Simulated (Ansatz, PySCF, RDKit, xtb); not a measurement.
# [AlSiH3O2]+: a search for the lowest isomer, part 1 of 2

Task: start from the formula [AlSiH3O2]+ (charge +1, odd number of electrons), draw up candidate structures, narrow them down in stages, and characterise the one that lies lowest at 298.15 K.

The funnel: GFN2-xTB relaxations, single points with a density functional, relaxations at B3LYP-D3(BJ)/6-311G**, harmonic vibrations, and a last energy at a higher level. All values are calculated.

6 further runs of the same task are left out: 6 set aside as unsound or not needed.

### 1 Candidates

A program enumerates the bonding patterns with one Lewis structure each (two rings at most, one unusual centre or charged pair), with their diastereomers. O–O, O–halogen and N–halogen bonds and N–N–N chains are not drawn. That gives 42 candidates.

c012 [O][AlH][O][SiH2+]; c080 O[SiH][OH+][Al]; c086 O=[SiH][OH+][AlH]; c104 [O][Al]1[OH+][SiH2]1; c118 [OH][Al]1[OH+][SiH]1; c122 O=[Si][OH+][AlH2]; c125 [O][Al+][SiH2]O; c126 [OH2+][Si@@H]1[O][Al]1; c136 [OH][Al][Si][OH2+]; c187 O[Si][OH+][AlH]; c200 [O][Al]([OH])[SiH2+]; c293 [O][Al+][O][SiH3]; c311 [OH][AlH][Si]=[OH+]; c393 [OH+]=[Si][O][AlH2]; c394 [O]1[AlH][OH+][SiH]1; c442 [O]1[Al][OH+][SiH2]1; c459 O=[SiH][Al][OH2+]; c485 O=[Si]([OH2+])[AlH]; c486 O[Si]([OH2+])[Al]; c536 [OH][AlH][O+]=[SiH]; c569 [O][SiH2][Al+][OH]; c583 [O][SiH+][O][AlH2]; c613 [OH2+][Si]1[O][AlH]1; c615 [OH][Al][O][SiH2+]; c629 O[Si+](O)[AlH]; c680 O=[Si][AlH][OH2+]; c681 [O][SiH](O)[AlH+]; c714 [OH2+][Si][O][AlH]; c731 [OH2+][SiH][O][Al]; c733 [O][Si+](O)[AlH2]; c785 O[SiH+][O][AlH]; c788 O[Si@@H]1[OH+][Al]1; c819 O[Si][Al][OH2+]; c834 [O][Si@@H]1[OH+][AlH]1; c840 [O][AlH][SiH+]O; c894 [OH2+][Al][O][SiH]; c898 [OH][Al][OH+][SiH]; c924 [O][SiH2][O][AlH+]; c935 [OH2+][Al]1[O][SiH]1; c946 [O][SiH+][AlH][OH]; and 2 more.

Candidates are built by distance geometry, with a force field where one applies, in up to four conformers (letters a to d). 5 starts with atoms placed at random are added, to find patterns that the rules miss.

### 2 Cheap relaxation of all starts

All 111 starts are relaxed the same way. One of them, c187b (enumerated, embedded by distance geometry and UFF), in full:

start.xyz reads:

```xyz
7
c187b
Al    -2.491772    -0.778727     0.028871
O      1.236647    -0.876563    -2.354811
O     -0.736850    -0.376840    -0.398017
Si    -0.449127    -1.210728    -1.866601
H      1.209479     0.030075    -2.549992
H     -0.747570     0.564390    -0.608268
H     -2.816721    -1.476483     1.400371
```

The run is started by

```bash
xtb start.xyz --gfn 2 --opt --chrg 1 --uhf 1
```

Standard output, cut to the lines that bear on the results:

```text
* xtb version 6.7.1
[...]
          :  # basis functions                  31          :
[...]
          :  # electrons                        21          :
[...]
          :  Hamiltonian                  GFN2-xTB          :
[...]
          :  net charge                          1          :
          :  unpaired electrons                  1          :
[...]
   *** convergence criteria satisfied after 15 iterations ***
[...]
   *** GEOMETRY OPTIMIZATION CONVERGED AFTER 71 ITERATIONS ***
[...]
   *** convergence criteria satisfied after 3 iterations ***
[...]
         ::                     SUMMARY                     ::
         :::::::::::::::::::::::::::::::::::::::::::::::::::::
         :: total energy             -12.132984670714 Eh    ::
         :: gradient norm              0.000240784397 Eh/a0 ::
         :: HOMO-LUMO gap              0.996484121708 eV    ::
         ::.................................................::
         :: SCC energy               -12.220246569852 Eh    ::
         :: -> isotropic ES            0.147450816607 Eh    ::
         :: -> anisotropic ES         -0.006269583450 Eh    ::
         :: -> anisotropic XC         -0.012541674385 Eh    ::
         :: -> dispersion             -0.002799154387 Eh    ::
         :: repulsion energy           0.087261899138 Eh    ::
         :: add. restraining           0.000000000000 Eh    ::
         :: total charge               1.000000000000 e     ::
         :::::::::::::::::::::::::::::::::::::::::::::::::::::
[...]
        11        1.0000           -0.5095040             -13.8643 (HOMO)
        12                         -0.4728839             -12.8678 (LUMO)
[...]
          | TOTAL ENERGY              -12.132984670714 Eh   |
          | GRADIENT NORM               0.000240784397 Eh/α |
          | HOMO-LUMO GAP               0.996484121708 eV   |
           -------------------------------------------------
[...]
```

It took 0.27 s on 2 threads of Arm Neoverse V1, shared host.

### 3 The minima found

111 of the 111 relaxations converged; 68 ended on a minimum already found. 43 distinct structures remain, the lowest 22 here:

| label | start | SMILES after | spin | energy (kcal/mol) | note |
| --- | --- | --- | --- | --- | --- |
| c615c | drawn | [OH][Al][O][SiH2+] | doublet | 0.0 |  |
| c536a | drawn and random | [OH][AlH][O+]=[SiH] | doublet | 6.5 |  |
| c893 | random | [OH][AlH2][O][Si] ‡ | doublet | 12.2 |  |
| c785a | drawn | [OH][SiH][O][AlH] ‡ | doublet | 19.3 |  |
| c681b | drawn | O[SiH+][O][AlH] | doublet | 19.8 | bonds changed |
| c785b | drawn | O[SiH+][O][AlH] | doublet | 20.1 |  |
| c992a | drawn and random | [OH][Al]1[OH+][SiH]1 | doublet | 22.8 | bonds changed |
| c187b | drawn | [OH][AlH][Si]=[OH+] | doublet | 23.4 | bonds changed |
| c080d | drawn | [OH][Al][SiH+]O | doublet | 30.3 | bonds changed |
| c393b | drawn | [OH+]=[Si][O][AlH2] | doublet | 30.5 |  |
| c393a | drawn | [OH+]=[Si][O][AlH2] | doublet | 30.6 |  |
| c946a | drawn | [O][SiH][AlH][OH] ‡ | doublet | 34.6 |  |
| c834a | drawn | [O][SiH][AlH][OH] ‡ | doublet | 34.6 | bonds changed |
| c946b | drawn | [O][SiH][AlH][OH] ‡ | doublet | 36.0 |  |
| c583b | drawn | [O][SiH][O][AlH2] ‡ | doublet | 36.7 |  |
| c535 | random and drawn | [OH2][AlH]1[O][Si]1 ‡ | doublet | 40.6 |  |
| c122a | drawn | [O][Si][AlH2][OH] ‡ | doublet | 41.3 | bonds changed |
| c894a | drawn | [OH2+][Al][O][SiH] | doublet | 46.0 |  |
| c086d | drawn | O=[SiH][OH+][AlH] | doublet | 47.3 |  |
| c086b | drawn | O=[SiH][OH+][AlH] | doublet | 47.6 |  |
| c086c | drawn | O=[SiH][OH+][AlH] | doublet | 48.9 |  |
| c012b | drawn | [O][AlH][O][SiH2] ‡ | doublet | 49.9 |  |

‡ marks the bonded skeleton alone, with all bonds drawn single: no Lewis structure was assigned that passes a check against the bond lengths.

GFN2-xTB has no spin polarisation, so it can't rank spin states and is rough for open shells.

### 4 Second filter: single points

A choice of the minima (the low ones first, few conformers of a pattern, up to a cap) and the lowest that fell apart get a single point at r2SCAN-D4/def2-SVP on the tight-binding geometry, and one at HF/STO-3G for comparison. Within 40 kcal/mol but not screened, among others: c785b, c946b. The first, c615c:

input.yaml reads:

```yaml
crystal:
  periodic: [false, false, false]
  atoms:
    - {symbol: Al, position_ang: [-1.536503, 0.826931, 0.182824]}
    - {symbol: O, position_ang: [-0.801904, 2.236549, -0.156468]}
    - {symbol: O, position_ang: [-2.376785, -0.768175, 0.573400]}
    - {symbol: Si, position_ang: [-3.090988, -2.124997, 0.900134]}
    - {symbol: H, position_ang: [-0.370198, 3.058773, -0.363257]}
    - {symbol: H, position_ang: [-4.381860, -2.334196, 0.268279]}
    - {symbol: H, position_ang: [-2.384773, -3.023085, 1.796437]}
basis:
  gaussian: {orbitals: def2-SVP}
total_charge: 1
magnetization: {spin_polarized: true, initial_magnetization: 1}
hamiltonian: {xc: {name: r2SCAN}, dispersion: d4}
scf: {lower_state_search: "off"}
```

The run is started by

```bash
ansatz run input.yaml --threads 2 --pin off --max-ram 4350MiB --events-out events.jsonl --progress --plain --runs-dir runs
```

Standard output, cut to the lines that bear on the results:

```text
Warning: RAYON_NUM_THREADS=2 ignored (pool sized by the plan → 2); use --threads N
Functional definition: r2SCAN
  name "r2SCAN"
[...]
849 factors; their error is unknown
[...]
mean field -18599.93896672 eV, -683.5351495356 hartree, gradient 3.0e-6 eV, S^2 0.759398; 0 other end points of the search recorded, 0 dependent functions left out
reference -18599.93898326 eV, -683.5351501433 hartree; 23, 22 occupied and 56, 57 virtual orbitals, 849 factors
Total energy: -18599.96748713 eV, -683.5361976411 hartree
Checks for a lower state left out: stability, starts, cluster_reference, orbital_swaps, neighbouring_geometries, increment
```

It took 2.5 s on 2 threads of Arm Neoverse V1, shared host.

Relative energies in kcal/mol, each column from its lowest structure that stays in one piece:

| label | SMILES | spin | GFN2-xTB | HF/STO-3G | r2SCAN-D4/def2-SVP |
| --- | --- | --- | --- | --- | --- |
| c785a | [OH][SiH][O][AlH] ‡ | doublet | 19.3 | 17.4 | 0.0 |
| c681b | O[SiH+][O][AlH] | doublet | 19.8 | 14.9 | 0.4 |
| c536a | [OH][AlH][O+]=[SiH] | doublet | 6.5 | 4.9 | 5.3 |
| c393b | [OH+]=[Si][O][AlH2] | doublet | 30.5 | 0.0 | 11.1 |
| c393a | [OH+]=[Si][O][AlH2] | doublet | 30.6 | 7.9 | 12.6 |
| c615c | [OH][Al][O][SiH2+] | doublet | 0.0 | 56.5 | 16.2 |
| c080d | [OH][Al][SiH+]O | doublet | 30.3 | 31.7 | 22.4 |
| c187b | [OH][AlH][Si]=[OH+] | doublet | 23.4 | 26.1 | 26.5 |
| c893 | [OH][AlH2][O][Si] ‡ | doublet | 12.2 | 14.2 | 30.6 |
| c992a | [OH][Al]1[OH+][SiH]1 | doublet | 22.8 | 36.0 | 32.5 |
| c583b | [O][SiH][O][AlH2] ‡ | doublet | 36.7 | 41.7 | 57.9 |
| c946a | [O][SiH][AlH][OH] ‡ | doublet | 34.6 | 55.0 | 60.0 |
| c834a | [O][SiH][AlH][OH] ‡ | doublet | 34.6 | 54.7 | 60.4 |

‡ marks the bonded skeleton alone, with all bonds drawn single: no Lewis structure was assigned that passes a check against the bond lengths.

Measured from c785a, GFN2-xTB misplaces c834a by 45 kcal/mol against r2SCAN-D4/def2-SVP, so minima dropped on its energies alone could hide the lowest isomer.

### 5 A second chance for lost patterns

Some ordinary bonding patterns rearranged or fell apart under GFN2-xTB. Their starts are relaxed at r2SCAN-D4/def2-SVP instead (label ending in r). The first, c629ar:

input.yaml reads:

```yaml
crystal:
  periodic: [false, false, false]
  atoms:
    - {symbol: Al, position_ang: [2.290189, 0.212709, 1.124877]}
    - {symbol: O, position_ang: [-0.603343, -1.632674, 0.085812]}
    - {symbol: O, position_ang: [1.166169, -0.699950, -2.129509]}
    - {symbol: Si, position_ang: [0.782583, -0.816043, -0.401122]}
    - {symbol: H, position_ang: [-1.277668, -0.853203, 0.133506]}
    - {symbol: H, position_ang: [0.696870, 0.151939, -2.397603]}
    - {symbol: H, position_ang: [1.974155, 0.128728, 2.692552]}
basis:
  gaussian: {orbitals: def2-SVP}
total_charge: 1
magnetization: {spin_polarized: true, initial_magnetization: 1}
hamiltonian: {xc: {name: r2SCAN}, dispersion: d4}
relax: {f_tol: 0.01}
```

The run is started by

```bash
ansatz run input.yaml --threads 2 --pin off --max-ram 4350MiB --events-out events.jsonl --progress --plain --runs-dir runs
```

Standard output, cut to the lines that bear on the results:

```text
Warning: RAYON_NUM_THREADS=2 ignored (pool sized by the plan → 2); use --threads N
[...]
[... 2 set-up lines as earlier in the session ...]
[...]
849 factors; their error is unknown
[...]
mean field -18597.88584691 eV, -683.4596987741 hartree, gradient 3.3e-6 eV, S^2 0.764889; 3 other end points of the search recorded, 0 dependent functions left out
[...]
reference -18597.88586075 eV, -683.4596992826 hartree; 23, 22 occupied and 56, 57 virtual orbitals, 849 factors
[...]
Atom 2 at     1.189291    -0.324964    -1.728225 Å, force    -0.000228     0.001682     0.005858 eV/Å
Atom 3 at     0.657555    -0.574527    -0.227765 Å, force     0.003263    -0.001390    -0.004645 eV/Å
Atom 4 at    -1.565346    -1.373304    -0.525185 Å, force     0.000389     0.000943    -0.000815 eV/Å
Atom 5 at     0.807391    -0.496056    -2.602142 Å, force    -0.000956    -0.001292    -0.001952 eV/Å
Atom 6 at     2.919546    -0.231733     2.502137 Å, force    -0.000572    -0.000028    -0.000891 eV/Å
Dipole moment:    -0.127653     0.100055    -0.103125 e Å
```

It took 98 s on 2 threads of Arm Neoverse V1, shared host.

Energies at r2SCAN-D4/def2-SVP after that relaxation, from the lowest structure of the screen (which was not relaxed at this level):

| label | SMILES | spin | energy (kcal/mol) |
| --- | --- | --- | --- |
| c629ar | O[Si+](O)[AlH] | doublet | 21.6 |
| c200ar | [OH][Al]1[O][SiH2]1 ‡ | doublet | 3.7 |
| c681ar | [OH][SiH]1[O][AlH]1 ‡ | doublet | 5.7 |

‡ marks the bonded skeleton alone, with all bonds drawn single: no Lewis structure was assigned that passes a check against the bond lengths.

### 6 Relaxing the best candidates

6 candidates are relaxed at B3LYP-D3(BJ)/6-311G** (chosen among the lowest in one piece). The first, c785a:

input.yaml reads:

```yaml
crystal:
  periodic: [false, false, false]
  atoms:
    - {symbol: Al, position_ang: [-2.121769, -2.571573, 1.537060]}
    - {symbol: O, position_ang: [-1.894994, 1.528706, -0.102156]}
    - {symbol: O, position_ang: [-2.430350, -1.124031, 0.557589]}
    - {symbol: Si, position_ang: [-2.662056, 0.182075, -0.279779]}
    - {symbol: H, position_ang: [-1.220727, 1.977373, 0.416155]}
    - {symbol: H, position_ang: [-3.641846, 0.241939, -1.322888]}
    - {symbol: H, position_ang: [-0.977581, -2.278608, 2.555072]}
basis:
  gaussian:
    orbitals: 6-311G_st__st_-spherical.json
total_charge: 1
magnetization:
  spin_polarized: true
  initial_magnetization: 1
hamiltonian:
  xc: {name: B3LYP}
  dispersion: d3bj
relax:
  f_tol: 0.003
```

The basis set 6-311G** is read from a file made from the Basis Set Exchange's data (not shown).

The run is started by

```bash
ansatz run input.yaml --threads 2 --pin off --max-ram 4350MiB --events-out events.jsonl --progress --plain --runs-dir runs
```

Standard output, cut to the lines that bear on the results:

```text
Warning: RAYON_NUM_THREADS=2 ignored (pool sized by the plan → 2); use --threads N
[...]
Functional definition: B3LYP
  name "B3LYP"
[...]
953 factors; their error is unknown
[...]
mean field -18614.64930624 eV, -684.0757445418 hartree, gradient 4.9e-5 eV, S^2 0.752988; 0 other end points of the search recorded, 0 dependent functions left out
[...]
reference -18614.64957063 eV, -684.0757542579 hartree; 23, 22 occupied and 83, 84 virtual orbitals, 953 factors
[...]
Atom 2 at    -2.385679    -0.875605     0.841603 Å, force     0.000418    -0.000170     0.000595 eV/Å
Atom 3 at    -2.554659     0.198157    -0.274896 Å, force    -0.000115    -0.001695     0.001402 eV/Å
Atom 4 at    -1.521106     2.157617     0.470491 Å, force     0.001790     0.001294     0.002084 eV/Å
Atom 5 at    -3.273901    -0.071599    -1.511322 Å, force    -0.000314     0.000240    -0.000739 eV/Å
Atom 6 at    -0.915812    -2.975094     1.924413 Å, force     0.000055    -0.000238     0.000418 eV/Å
Dipole moment:    -0.073052     0.107173     0.044503 e Å
```

Wall time 70 s (2 threads of Arm Neoverse V1, shared host).

Energy change by step (eV): 0.0000, -0.0275, -0.0423, -0.0583, -0.0609, -0.0613, -0.0616, -0.0544, -0.0608, -0.0619, -0.0627, -0.0641, -0.0647, -0.0689, -0.0851, -0.0908, -0.0944, -0.0942, -0.0949, -0.0951, -0.0949, -0.0952.

After the run. Bond lengths: Al1–O3 1.817 Å, O2–Si4 1.583 Å, O3–Si4 1.558 Å, O2–H5 0.964 Å, Si4–H6 1.456 Å, Al1–H7 1.592 Å. Angles: Al1–O3–Si4 176.9°, O2–Si4–O3 125.5°, O3–Al1–H7 109.2°, O2–Si4–H6 112.2°, O3–Si4–H6 122.3°, Si4–O2–H5 131.6°.

### 7 After refinement

| label | spin | r2SCAN-D4/def2-SVP (kcal/mol) | B3LYP-D3(BJ)/6-311G**, relaxed (kcal/mol) | time | note |
| --- | --- | --- | --- | --- | --- |
| c785a | doublet | 0.0 | 0.0 | 70 s |  |
| c681b | doublet | 0.4 | 1.2 | 34 s |  |
| c681ar | doublet | 5.7 | 1.2 | 53 s | same minimum as c681b |
| c536a | doublet | 5.3 | 4.6 | 65 s |  |
| c393b | doublet | 11.1 | 10.3 | 83 s |  |
| c200ar | doublet | 3.7 | 13.4 | 44 s |  |

c785a: Bond lengths: Al1–O3 1.817 Å, O2–Si4 1.583 Å, O3–Si4 1.558 Å, O2–H5 0.964 Å, Si4–H6 1.456 Å, Al1–H7 1.592 Å. Angles: Al1–O3–Si4 176.9°, O2–Si4–O3 125.5°, O3–Al1–H7 109.2°, O2–Si4–H6 112.2°, O3–Si4–H6 122.3°, Si4–O2–H5 131.6°.

c681b: Bond lengths: Al1–O2 1.815 Å, O2–Si4 1.554 Å, O3–Si4 1.585 Å, Si4–H5 1.461 Å, O3–H6 0.965 Å, Al1–H7 1.592 Å. Angles: Al1–O2–Si4 173.5°, O2–Si4–O3 118.6°, O2–Al1–H7 109.4°, O2–Si4–H5 121.2°, O3–Si4–H5 120.3°, Si4–O3–H6 130.2°.

c681ar: Bond lengths: Al1–O2 1.815 Å, O2–Si4 1.554 Å, O3–Si4 1.585 Å, Si4–H5 1.461 Å, O3–H6 0.965 Å, Al1–H7 1.592 Å. Angles: Al1–O2–Si4 173.5°, O2–Si4–O3 118.6°, O2–Al1–H7 109.4°, O2–Si4–H5 121.2°, O3–Si4–H5 120.2°, Si4–O3–H6 130.2°.

c536a: Bond lengths: Al1–O2 1.673 Å, Al1–O3 1.804 Å, O3–Si4 1.561 Å, O2–H5 0.958 Å, Al1–H6 1.547 Å, Si4–H7 1.517 Å. Angles: O2–Al1–O3 106.3°, Al1–O3–Si4 168.2°, Al1–O2–H5 133.7°, O2–Al1–H6 139.2°, O3–Al1–H6 114.5°, O3–Si4–H7 116.0°.

### 8 Are they minima? Harmonic frequencies

The lowest few in one piece go on as finalists (c393b, c200ar drop out). Harmonic vibrations at B3LYP-D3(BJ)/6-311G** test each finalist and give the zero-point energy and the thermal terms. The first, c785a:

input.yaml reads:

```yaml
crystal:
  periodic: [false, false, false]
  atoms:
    - symbol: Al
      position_ang: [-2.273302, -2.165740, 2.115506]
    - symbol: O
      position_ang: [-2.024864, 1.688145, -0.204742]
    - symbol: O
      position_ang: [-2.385679, -0.875605, 0.841603]
    - symbol: Si
      position_ang: [-2.554659, 0.198157, -0.274896]
    - symbol: H
      position_ang: [-1.521106, 2.157617, 0.470491]
    - symbol: H
      position_ang: [-3.273901, -0.071599, -1.511322]
    - symbol: H
      position_ang: [-0.915812, -2.975094, 1.924413]
basis:
  gaussian: {orbitals: 6-311G_st__st_-spherical.json}
total_charge: 1
magnetization: {spin_polarized: true, initial_magnetization: 1}
hamiltonian: {xc: {name: B3LYP}, dispersion: d3bj}
scf: {lower_state_search: off}
phonons: {}
```

The basis set 6-311G** is read from a file made from the Basis Set Exchange's data (not shown).

The run is started by

```bash
ansatz run input.yaml --threads 2 --pin off --max-ram 4350MiB --events-out events.jsonl --progress --plain --runs-dir runs
```

Standard output, cut to the lines that bear on the results:

```text
Warning: RAYON_NUM_THREADS=2 ignored (pool sized by the plan → 2); use --threads N
[... 2 set-up lines as earlier in the session ...]
[...]
953 factors; their error is unknown
[...]
mean field -18614.74548271 eV, -684.0792789619 hartree, gradient 1.5e-6 eV, S^2 0.753348; 0 other end points of the search recorded, 0 dependent functions left out
[...]
reference -18614.74575189 eV, -684.0792888540 hartree; 23, 22 occupied and 83, 84 virtual orbitals, 953 factors
[...]
Atom 5 at    -3.273901    -0.071599    -1.511322 Å, force    -0.000302     0.000245    -0.000724 eV/Å
Atom 6 at    -0.915812    -2.975094     1.924413 Å, force     0.000051    -0.000236     0.000430 eV/Å
Dipole moment:    -0.073053     0.107168     0.044504 e Å
Vibrations: 93.68 107.71 134.14 317.35 445.22 457.60 553.90 596.31 667.77 852.10 1017.58 1215.58 1850.86 2389.30 3849.96 cm⁻¹, zero-point energy 0.901926 eV
Checks for a lower state left out: stability, starts, cluster_reference, orbital_swaps, neighbouring_geometries, increment
```

Run time: 75 s. Hardware: 2 threads of Arm Neoverse V1, shared host.

### 9 Zero-point energy and free-energy terms

At 298.15 K and 1 atm, ideal gas, rigid rotor and harmonic oscillator:

| label | SMILES | spin | point group | lowest mode (cm⁻¹) | zero-point (kcal/mol) | G − E (kcal/mol) |
| --- | --- | --- | --- | --- | --- | --- |
| c785a | [OH][SiH][O][AlH] ‡ | doublet | C1 | 94 | 20.8 | 0.9 |
| c681b | [OH][SiH][O][AlH] ‡ | doublet | C1 | 90 | 20.7 | 0.8 |
| c536a | [OH][AlH][O+]=[SiH] | doublet | C1 | 71 | 19.8 | -0.4 |

Chiral structures get −RT ln 2 for their mirror image.

‡ marks the bonded skeleton alone, with all bonds drawn single: no Lewis structure was assigned that passes a check against the bond lengths.

### 10 Last filter: a higher level

Single points at CCSD(T)/def2-SVP + MP2/def2-TZVPP - MP2/def2-SVP on the refined geometries decide the order.

c785a, CCSD(T)/def2-SVP:

input.yaml reads:

```yaml
crystal:
  periodic: [false, false, false]
  atoms:
    - {symbol: Al, position_ang: [-2.273302, -2.165740, 2.115506]}
    - {symbol: O, position_ang: [-2.024864, 1.688145, -0.204742]}
    - {symbol: O, position_ang: [-2.385679, -0.875605, 0.841603]}
    - {symbol: Si, position_ang: [-2.554659, 0.198157, -0.274896]}
    - {symbol: H, position_ang: [-1.521106, 2.157617, 0.470491]}
    - {symbol: H, position_ang: [-3.273901, -0.071599, -1.511322]}
    - {symbol: H, position_ang: [-0.915812, -2.975094, 1.924413]}
basis:
  gaussian: {orbitals: def2-SVP}
total_charge: 1
magnetization: {spin_polarized: true, initial_magnetization: 1}
correlation: {method: ccsd_t, frozen_orbitals: {H: 0, Si: 5, Al: 5, O: 1}}
scf: {omitted_lower_state_checks: [cluster_reference]}
```

The run is started by

```bash
ansatz run input.yaml --threads 2 --pin off --max-ram 4350MiB --events-out events.jsonl --progress --plain --runs-dir runs
```

Standard output, cut to the lines that bear on the results:

```text
Warning: RAYON_NUM_THREADS=2 ignored (pool sized by the plan → 2); use --threads N
Functional definition: HF
  name "HF"
[...]
736 factors; integrals over basis functions are off by at most 8.6e-4 eV
[...]
mean field -18555.05977528 eV, -681.8858696702 hartree, gradient 5.0e-6 eV, S^2 0.756863; 1 other end points of the search recorded, 0 dependent functions left out
12 core orbitals not correlated: weight in the atoms' cores, before any rotation towards them, 1.000 or more for the frozen orbitals, at most 0.000 for the correlated occupied ones
reference -18555.05977528 eV, -681.8858696702 hartree; 11, 10 occupied and 56, 57 virtual orbitals, 736 factors
second order -13.28242835 eV of doubles, -0.00000000 eV of singles
cycle   1  -13.43599645 eV  change   -1.5e-1 eV  update   1.0e-1
[...]
cycle  10  -13.94776842 eV  change    7.6e-6 eV  update   2.5e-5
perturbative correction -0.32726039 eV, -0.0120265976 hartree
Total energy: -18569.33480409 eV, -682.4104673031 hartree
Checks for a lower state left out: cluster_reference
```

Run time: 5.4 s. Hardware: 2 threads of Arm Neoverse V1, shared host.

(Continued in part 2 of 2.)
